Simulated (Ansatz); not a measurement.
CH5FSeSi, SMILES FC([SiH3])[SeH], a rigid scan of one bond angle

Run with Ansatz 0.2.0, Python API.

The script, `ch5fsesi_bend.py`:
```python
"""Bending curve of CH5FSeSi."""

import ansatz as az
from ase import Atoms

BASIS_SET = "def2-SVP"
FUNCTIONAL = "b3lyp"
FORCE_TOL = 0.02

atoms = Atoms(["F", "C", "Si", "Se", "H", "H", "H", "H", "H"], positions=[
    (-0.6426, 0.1851, -1.7048),
    (-0.1213, 0.689, -0.5483),
    (0.768, -0.7002, 0.2772),
    (-1.4301, 1.3822, 0.6318),
    (0.5971, 1.5012, -0.8019),
    (1.4107, -0.1923, 1.5332),
    (1.8796, -1.2003, -0.6018),
    (-0.0982, -1.7739, 0.596),
    (-2.2748, 0.0628, 0.6014),
])

# start the scan from a relaxed geometry
first = (
    az.Crystal.molecule_from_ase(atoms).calculation()
    .basis(gaussian=BASIS_SET)
    .functional(FUNCTIONAL)
    .accuracy("medium")
    .relax(force_tolerance=FORCE_TOL, max_steps=80)
)
atoms.positions = first.run().report["positions_ang"]

rows = []
for angle in [85, 95, 105, 115, 125, 140, 160]:
    bent = atoms.copy()
    bent.set_angle(1, 3, 8, angle, indices=[8])
    calculation = az.Crystal.molecule_from_ase(bent).calculation()
    calculation = calculation.basis(gaussian=BASIS_SET)
    calculation = calculation.functional(FUNCTIONAL).accuracy("medium")
    rows.append((angle, calculation.run().report["free_energy_ev"]))
floor = min(e for _, e in rows)
for angle, e in rows:
    print(f"angle C1-Se3-H8 = {angle:3d} deg   {1000 * (e - floor):9.1f} meV")
```

```console
$ python ch5fsesi_bend.py
angle C1-Se3-H8 =  85 deg        85.4 meV
angle C1-Se3-H8 =  95 deg         0.0 meV
angle C1-Se3-H8 = 105 deg        71.3 meV
angle C1-Se3-H8 = 115 deg       278.5 meV
angle C1-Se3-H8 = 125 deg       604.8 meV
angle C1-Se3-H8 = 140 deg      1284.8 meV
angle C1-Se3-H8 = 160 deg      2425.1 meV
```

Reading the output:
- The settings weren't tested for convergence.
- The scan is rigid, and the energies are electronic, in a modest basis. The zero is the lowest point of the grid, which needn't be the minimum.
- b3lyp holds the VWN-RPA fit, as in Gaussian; the form of ORCA and Turbomole is b3lyp5.
- It ran for 72 s on 1 thread of Arm Neoverse V2 (shared host), peak memory 0.31 GiB.
